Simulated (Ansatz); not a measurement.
**SrCu2O3: from the start to rest**

Wanted: the geometry at rest of SrCu2O3 (a database entry, slightly rescaled), relaxing the atoms in a fixed cell, and its electronic structure there.

Computed, not measured: Ansatz 0.2.0, DFT, r2SCAN, no spin polarisation, plane waves, PAW.

**1. The structure**

Symmetry: Pmmn, No. 59, orthorhombic system. The conventional cell has a = 3.890 Å, b = 10.642 Å, c = 3.285 Å, α = 90.00°, β = 90.00°, γ = 90.00°. Around Cu (site symmetry m) lie 5 O at 1.95 to 2.26 Å. Sr (site symmetry mm2) has 2 O at 2.00 Å as nearest neighbours. O (site symmetry m) is surrounded by 3 Cu at 1.95 to 2.12 Å. Around O (site symmetry mm2) lie 2 Sr at 2.00 Å and 2 Cu at 2.19 Å.

In its conventional cell, by symmetry (the run takes the cell typed in the input):

```cif
data_structure
_symmetry_space_group_name_H-M 'Pmmn:1'
_symmetry_Int_Tables_number 59
_cell_length_a 3.8905
_cell_length_b 10.6416
_cell_length_c 3.2852
_cell_angle_alpha 90.000
_cell_angle_beta 90.000
_cell_angle_gamma 90.000
_cell_volume 136.01
loop_
_atom_site_label
_atom_site_type_symbol
_atom_site_symmetry_multiplicity
_atom_site_Wyckoff_symbol
_atom_site_fract_x
_atom_site_fract_y
_atom_site_fract_z
_atom_site_occupancy
Cu1 Cu 4 e 0.50000 0.82200 0.28000 1
Sr1 Sr 2 a 0.00000 0.00000 0.75500 1
O1 O 4 e 0.00000 0.81400 0.24700 1
O2 O 2 b 0.50000 0.00000 0.61300 1
```

The first density is read from a saved solution for the starting cell.

**2. The relaxation**

File input.yaml:

```yaml
crystal:
  lattice:
    - [10.641552, 0.0, 0.0]
    - [0.0, 3.890467, 0.0]
    - [0.0, 0.0, 3.285221]
  atoms:
    - { symbol: Cu, position: [0.072, 0.75, 0.72] }
    - { symbol: Cu, position: [0.428, 0.75, 0.72] }
    - { symbol: Cu, position: [0.572, 0.25, 0.28] }
    - { symbol: Cu, position: [0.928, 0.25, 0.28] }
    - { symbol: Sr, position: [0.25, 0.25, 0.245] }
    - { symbol: Sr, position: [0.75, 0.75, 0.755] }
    - { symbol: O, position: [0.064, 0.25, 0.753] }
    - { symbol: O, position: [0.436, 0.25, 0.753] }
    - { symbol: O, position: [0.564, 0.75, 0.247] }
    - { symbol: O, position: [0.936, 0.75, 0.247] }
    - { symbol: O, position: [0.25, 0.75, 0.387] }
    - { symbol: O, position: [0.75, 0.25, 0.613] }
  symmetry: { tolerance: 0.0003 }
kpoints:
  mp_grid: { grid: [2, 6, 7], shift: [0, 0, 0] }
magnetization:
  spin_polarized: false
scf:
  occupations: { method: fermi_dirac, width: 0.0287 }
  lower_state_search: "off"
hamiltonian:
  pseudopotentials: { kind: paw }
  xc: r2scan
basis:
  ecutwfc: 500
  fft_grid_basis: typed
relax:
  max_steps: 80
output:
  forces: true
  stress: true
  eigenvalues: true
  bader: true
  populations: true
  elf: true
  write_potential: true
  volumetric_format: npy
  dos:
    e_range: [-12, 8]
    de: 0.05
    projected: { site_lists: { Cu: [Cu], O: [O], Sr: [Sr] } }
  write_density: true
checkpoint:
  read: saved_state
```

Launch:

```console
ansatz run input.yaml --threads 2 --pin off --max-ram 3584MiB --backend cpu --events-out ev --progress --plain --runs-dir out
```

**Question.** What will these runs give? Wanted: moves; energy gained; largest move; pressure left in the fixed cell; character; Bader charges.

As calculated:

| quantity | value |
| --- | --- |
| moves | 8 |
| energy gained | 462.0 meV/atom |
| largest move | 1.03 Å (O) |
| space group (0.01 Å), before / after | Pmmn / Pmmn |
| pressure left in the fixed cell | 7.5 GPa |
| character | metal |
| density of states, mean within 0.25 eV of the Fermi level | 5.3 per eV per cell |
| Bader charges | Cu +1.04, Sr +1.57, O -1.29 to -1.18 e |

What this shows: In the fixed cell the largest move of an atom is 1.03 Å; the energy fell by 462.0 meV per atom. The fixed cell still holds a mean pressure of 7.5 GPa, so it would expand if let free. With 8 symmetry operations imposed, the end may be a saddle point towards distortions that break them. The cell is metallic; within 0.25 eV of the Fermi level the density of states averages 5.3 per eV per cell, mostly Cu d (52 %) and O p (41 %). Sr loses most charge (+1.57 e on average) and O gains most (-1.22 e).

Keep in mind: a 3d oxide or halide that comes out metallic without a U or exact exchange, which may be an insulator in nature; the SCF threshold is loose for a stress.
